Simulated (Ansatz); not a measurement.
**C₇H₁₈CuPS: basis-set convergence**

The task here is to estimate one member of a computed series from the others.

Method: one geometry, several basis sets; program: Ansatz 0.2.0, Gaussian basis.

The runs, in order: PBE0-D4/def2-SVP; ωB97M-V/def2-SVP; PBE0-D4/def2-QZVPP; ωB97M-V/def2-QZVPP; the functionals' def2-TZVPP values are taken from earlier runs.

### Structure used throughout

All runs share one geometry, relaxed beforehand with PBE0-D4 in a triple-zeta def2 set.

SMILES `CC[P+](CC)(CC)[Cu-][S]C`, 28 atoms, charge 0, spin multiplicity 1.

Atoms are counted from 1 here; the program's logs count them from 0.

Bond lengths: C1–C2 1.521 Å, C1–H11 1.093 Å, C1–H12 1.092 Å, C1–H13 1.092 Å, C2–P3 1.831 Å, C2–H14 1.094 Å, C2–H15 1.094 Å, P3–C4 1.833 Å, P3–C6 1.831 Å, P3–Cu8 2.194 Å, C4–C5 1.520 Å, C4–H16 1.094 Å, C4–H17 1.094 Å, C5–H18 1.092 Å, C5–H19 1.092 Å, C5–H20 1.092 Å, C6–C7 1.522 Å, C6–H21 1.094 Å and more. Angles: C2–C1–H11 111.0°, C2–C1–H12 110.8°, C2–C1–H13 111.6°, H11–C1–H12 108.1°, H11–C1–H13 107.7°, H12–C1–H13 107.5°, C1–C2–P3 112.4°, C1–C2–H14 110.1°, C1–C2–H15 111.4°, P3–C2–H14 106.2°, P3–C2–H15 109.4°, H14–C2–H15 106.9°, C2–P3–C4 104.9°, C2–P3–C6 103.7°, C2–P3–Cu8 113.4°, C4–P3–C6 104.4°, C4–P3–Cu8 114.4°, C6–P3–Cu8 114.8° and more.

Coordinates:

```xyz
28
charge 0, multiplicity 1
C    -1.0358   -0.4071   -2.3368
C    -0.7245    0.6604   -1.2990
P    -0.3736   -0.0507    0.3515
C    -1.9573   -0.8026    0.8874
C    -3.1923    0.0812    0.8277
C    -0.1811    1.4193    1.4261
C     1.1509    2.1231    1.2119
Cu    1.3334   -1.4294    0.3621
S     2.9768   -2.8052    0.3858
C     4.2713   -1.9853   -0.6016
H    -0.2336   -1.1471   -2.3903
H    -1.1527    0.0378   -3.3269
H    -1.9614   -0.9381   -2.1035
H     0.1710    1.2173   -1.5885
H    -1.5384    1.3874   -1.2168
H    -1.7815   -1.1619    1.9062
H    -2.0899   -1.7016    0.2788
H    -3.4029    0.4154   -0.1903
H    -4.0693   -0.4677    1.1776
H    -3.0894    0.9674    1.4569
H    -1.0180    2.1049    1.2627
H    -0.2553    1.0578    2.4565
H     1.2405    2.5190    0.1979
H     1.2595    2.9623    1.9020
H     1.9851    1.4373    1.3773
H     5.1399   -2.6458   -0.6243
H     4.5787   -1.0360   -0.1610
H     3.9500   -1.8122   -1.6295
```

The first run:

in.yaml

```yaml
crystal:
  periodic: [false, false, false]
  atoms:
    - {symbol: C, position_ang: [-1.035785, -0.407086, -2.336821]}
    - {symbol: C, position_ang: [-0.724503, 0.660387, -1.299033]}
    - {symbol: P, position_ang: [-0.373592, -0.050679, 0.351479]}
    - {symbol: C, position_ang: [-1.957276, -0.802636, 0.887435]}
    - {symbol: C, position_ang: [-3.192279, 0.081238, 0.827679]}
    - {symbol: C, position_ang: [-0.181149, 1.419283, 1.426129]}
    - {symbol: C, position_ang: [1.150933, 2.123123, 1.211927]}
    - {symbol: Cu, position_ang: [1.333392, -1.429379, 0.362127]}
    - {symbol: S, position_ang: [2.976805, -2.805163, 0.385785]}
    - {symbol: C, position_ang: [4.271333, -1.985288, -0.601594]}
    - {symbol: H, position_ang: [-0.233600, -1.147085, -2.390283]}
    - {symbol: H, position_ang: [-1.152699, 0.037810, -3.326937]}
    - {symbol: H, position_ang: [-1.961428, -0.938100, -2.103460]}
    - {symbol: H, position_ang: [0.171036, 1.217327, -1.588496]}
    - {symbol: H, position_ang: [-1.538420, 1.387394, -1.216829]}
    - {symbol: H, position_ang: [-1.781537, -1.161945, 1.906175]}
    - {symbol: H, position_ang: [-2.089932, -1.701593, 0.278810]}
    - {symbol: H, position_ang: [-3.402944, 0.415419, -0.190316]}
    - {symbol: H, position_ang: [-4.069341, -0.467681, 1.177642]}
    - {symbol: H, position_ang: [-3.089367, 0.967392, 1.456891]}
    - {symbol: H, position_ang: [-1.017990, 2.104917, 1.262718]}
    - {symbol: H, position_ang: [-0.255289, 1.057791, 2.456528]}
    - {symbol: H, position_ang: [1.240524, 2.518975, 0.197914]}
    - {symbol: H, position_ang: [1.259482, 2.962335, 1.901950]}
    - {symbol: H, position_ang: [1.985084, 1.437319, 1.377279]}
    - {symbol: H, position_ang: [5.139911, -2.645838, -0.624272]}
    - {symbol: H, position_ang: [4.578685, -1.036030, -0.160968]}
    - {symbol: H, position_ang: [3.949965, -1.812196, -1.629461]}
basis:
  gaussian: {orbitals: def2-SVP}
hamiltonian: {xc: pbe0, dispersion: d4}
output: {orbitals: {seedname: orbitals}}
```

Run with:

```console
$ ansatz run in.yaml --threads 11 --pin off --events-out ev --progress --plain --max-ram 174080MiB --backend cpu
```

Among the steps run: PBE0-D4 in def2-SVP; ωB97M-V in def2-SVP; PBE0-D4 in def2-QZVPP; ωB97M-V in def2-QZVPP.

One of the session's tables, all rows but one given; the rest of the session is left out.

It belongs to the step «Density functionals: the series». 

```
functional       basis  HOMO (eV)  LUMO (eV)
   PBE0-D4    def2-SVP      -4.62       0.38
   PBE0-D4  def2-TZVPP      -4.95      -0.18
   PBE0-D4  def2-QZVPP          ?          ?
   ωB97M-V    def2-SVP      -6.75       1.92
   ωB97M-V  def2-TZVPP      -7.11       1.45
   ωB97M-V  def2-QZVPP      -7.18       0.78
```

Estimate the missing values for PBE0-D4, def2-QZVPP.

**Answer.** HOMO (eV): -5.01; LUMO (eV): -0.44. In the column «HOMO (eV)» it lies between ωB97M-V, def2-SVP (-6.75) and PBE0-D4, def2-TZVPP (-4.95).
